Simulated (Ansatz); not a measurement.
# CdS: the cost of one run

Program: Ansatz 0.2.0. Level of theory: DFT PBE, scalar-relativistic, plane waves, PAW, and further levels as typed in the inputs. These are calculated values, not measurements.

## Step 1: The starting structure

The structure is hexagonal, space group P6_3mc (No. 186). The conventional cell has a = 4.161 Å, b = 4.161 Å, c = 6.713 Å, α = 90.00°, β = 90.00°, γ = 120.00°. Cd (site symmetry 3m) has 4 S at 2.53 to 2.54 Å as nearest neighbours. S (site symmetry 3m) is surrounded by 4 Cd at 2.53 to 2.54 Å.

Coordinates:

```cif
data_structure
_symmetry_space_group_name_H-M 'P 1'
_symmetry_Int_Tables_number 1
_cell_length_a 4.1608
_cell_length_b 4.1608
_cell_length_c 6.7130
_cell_angle_alpha 90.000
_cell_angle_beta 90.000
_cell_angle_gamma 120.000
_cell_volume 100.65
loop_
_atom_site_label
_atom_site_type_symbol
_atom_site_fract_x
_atom_site_fract_y
_atom_site_fract_z
_atom_site_occupancy
Cd1 Cd 0.33333 0.66667 0.00000 1
Cd2 Cd 0.66667 0.33333 0.50000 1
S1 S 0.33333 0.66667 0.37700 1
S2 S 0.66667 0.33333 0.87700 1
```

## Step 2: Relaxing the atoms: CdS, no spin

input.yaml reads:

```yaml
crystal:
  lattice:
    - [4.160816, 0.0, 0.0]
    - [-2.080408, 3.60337236, 0.0]
    - [0.0, 0.0, 6.713]
  atoms:
    - { symbol: Cd, position: [0.3333333333, 0.6666666667, 0.0] }
    - { symbol: Cd, position: [0.6666666667, 0.3333333333, 0.5] }
    - { symbol: S, position: [0.3333333333, 0.6666666667, 0.377] }
    - { symbol: S, position: [0.6666666667, 0.3333333333, 0.877] }
scf:
  occupations: { method: gaussian, width: 0.05 }
output:
  forces: true
  stress: true
hamiltonian:
  xc: pbe
kpoints:
  mp_grid: { grid: [8, 8, 5] }
relax:
  f_tol: 0.003
```

The run is started by

```bash
ansatz run input.yaml --threads 8 --pin off --max-ram 16384MiB --backend cpu --events-out ev --progress --plain --runs-dir out
```

Q: Estimate wall time and peak memory on 8 threads of Intel Xeon 6975P-C (Granite Rapids), shared host.

About 2.1 s, with a peak of 0.51 GiB.
